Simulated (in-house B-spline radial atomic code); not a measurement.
# Ru³⁺: ionisation energy by several methods

One table from this session's results is given with a row withheld; the runs are named, their logs left out.

The numbers are computed with in-house B-spline radial atomic code version 1 (non-relativistic, several functionals, spin-polarised, exact exchange averaged over the configuration; spherical all-electron atom at the radial basis limit), except any that are marked as measured or tabulated.

## Starting point

```
element       : ruthenium (Z = 44)
charge        : +3
electrons     : 41
configuration : [Kr] 4d5
nucleus       : point
```

The outer shells:

[Kr] 4d5
```
[Kr] core
4d [↑ ][↑ ][↑ ][↑ ][↑ ]
```

Where spins are not typed, each open shell is filled with up spins first.

The first run:

Settings of the run:

```ini
Z = 44
electrons = 41.0
configuration = [Kr] 4d5
hamiltonian = nr
method = wb97x
spin_polarised = True
exact_exchange = averaged over the configuration
```

The run is started by

```
$ python run_scf.py task.json out
```

The settings of every run stand in task.json; they run in order.

Steps of the session up to this table: ωB97X; r2SCAN0; CAM-B3LYP; B97-1; LC-ωPBE.

One table of the session follows, with a row left open; its other results are not shown here.

| method | ΔSCF (eV) |
| --- | --- |
| r2SCAN0 | 46.900 |
| B97-1 | ? |
| ωB97X | 46.111 |
| CAM-B3LYP | 46.372 |
| LC-ωPBE | 46.454 |

Q: Estimate the row for B97-1 from the others.

As computed: ΔSCF (eV): 46.271. In the column «ΔSCF (eV)» it lies between ωB97X (46.111) and CAM-B3LYP (46.372).

Caveats from the session: These runs leave out relativity, which matters at this nuclear charge.
